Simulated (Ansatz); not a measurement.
# Si₂H₅O₂ radical: a ladder of functionals and wavefunction methods

An exercise on one series of results from a longer session: the logs are not shown, and one member is left open.

The runs use Ansatz 0.2.0, Gaussian basis; functionals in def2-TZVPP, the program's frozen cores in correlated methods.

The runs, in order: LDA (SPW92), PBE-D4, revPBE-D4, BLYP-D4, r2SCAN-D4, B97M-V, PBE0-D4, B3LYP-D4, r2SCANh-D4, r2SCAN0-D4, HSE06-D4, BHLYP-D4, CAM-B3LYP-D4, LC-ωPBE, ωB97X-V, ωB97M-V, B2PLYP, PBE-QIDH; CCSD(T)/def2-SVP; CCSD(T)/def2-TZVPP; MP2/def2-QZVPP; extrapolation to the limit; RPA on PBE.

## The relaxed structure

The geometry comes from an earlier relaxation with PBE0-D4 in a triple-zeta def2 set; it is a stationary point, not always the lowest conformer.

SMILES `O[SiH2]O[SiH2]`, 9 atoms, charge 0, spin multiplicity 2.

Atoms are counted from 1 here; the program's logs count them from 0.

Bond lengths: O1–Si2 1.638 Å, O1–H5 0.958 Å, Si2–O3 1.634 Å, Si2–H6 1.482 Å, Si2–H7 1.478 Å, O3–Si4 1.639 Å, Si4–H8 1.490 Å, Si4–H9 1.493 Å. Angles: Si2–O1–H5 118.4°, O1–Si2–O3 112.3°, O1–Si2–H6 111.1°, O1–Si2–H7 105.2°, O3–Si2–H6 105.9°, O3–Si2–H7 109.7°, H6–Si2–H7 112.7°, Si2–O3–Si4 146.2°, O3–Si4–H8 107.8°, O3–Si4–H9 109.8°, H8–Si4–H9 110.2°.

The first run:

File in.yaml:

```yaml
crystal:
  periodic: [false, false, false]
  atoms:
    - {symbol: O, position_ang: [-1.831255, 0.590514, 0.462306]}
    - {symbol: Si, position_ang: [-0.320347, 1.145258, 0.158183]}
    - {symbol: O, position_ang: [0.745679, -0.065681, -0.098759]}
    - {symbol: Si, position_ang: [1.074140, -1.436346, -0.935675]}
    - {symbol: H, position_ang: [-2.003075, 0.175044, 1.308170]}
    - {symbol: H, position_ang: [0.207437, 1.914562, 1.310272]}
    - {symbol: H, position_ang: [-0.447236, 1.965954, -1.064404]}
    - {symbol: H, position_ang: [2.494547, -1.800961, -0.672339]}
    - {symbol: H, position_ang: [0.168710, -2.534543, -0.484855]}
basis:
  gaussian: {orbitals: def2-TZVPP}
magnetization: {spin_polarized: true, initial_magnetization: 1}
hamiltonian: {xc: lda}
output: {orbitals: {seedname: orbitals}}
```

Steps of the session up to this table: LDA; PBE-D4 (GGA); revPBE-D4 (GGA); BLYP-D4 (GGA); r2SCAN-D4 (meta-GGA); B97M-V (meta-GGA); PBE0-D4 (hybrid); B3LYP-D4 (hybrid); r2SCANh-D4 (hybrid); r2SCAN0-D4 (hybrid); HSE06-D4 (hybrid); BHLYP-D4 (hybrid); CAM-B3LYP-D4 (range-separated); LC-ωPBE-D4 (range-separated; the results give it without D4); ωB97X-V (range-separated); ωB97M-V (range-separated); B2PLYP (double hybrid); PBE-QIDH (double hybrid).

One of the session's tables, all rows but one given; the rest of the session is left out.

It belongs to the step «Frontier levels by functional». 

```
  functional  HOMO (eV)  LUMO (eV)  gap (eV)
 LDA (SPW92)      -4.80      -3.55      1.25
      PBE-D4      -4.85      -3.10      1.75
   revPBE-D4      -4.84      -2.96      1.88
     BLYP-D4      -4.65      -3.16      1.49
   r2SCAN-D4      -5.21      -2.62      2.59
      B97M-V      -4.95      -3.42      1.52
     PBE0-D4          ?          ?         ?
    B3LYP-D4      -5.73      -2.59      3.14
  r2SCANh-D4      -5.63      -2.32      3.31
  r2SCAN0-D4      -6.27      -1.88      4.39
    HSE06-D4      -5.61      -2.55      3.07
    BHLYP-D4      -6.99      -1.40      5.60
CAM-B3LYP-D4      -7.24      -1.31      5.93
     LC-ωPBE      -8.69       0.16      8.86
     ωB97X-V      -8.17      -0.42      7.75
     ωB97M-V      -7.79      -0.57      7.22
```

**Question.** Estimate the row for PBE0-D4.

The run gave: HOMO (eV): -6.01; LUMO (eV): -2.16; gap (eV): 3.85. In the column «HOMO (eV)» it lies between r2SCAN0-D4 (-6.27) and B3LYP-D4 (-5.73).
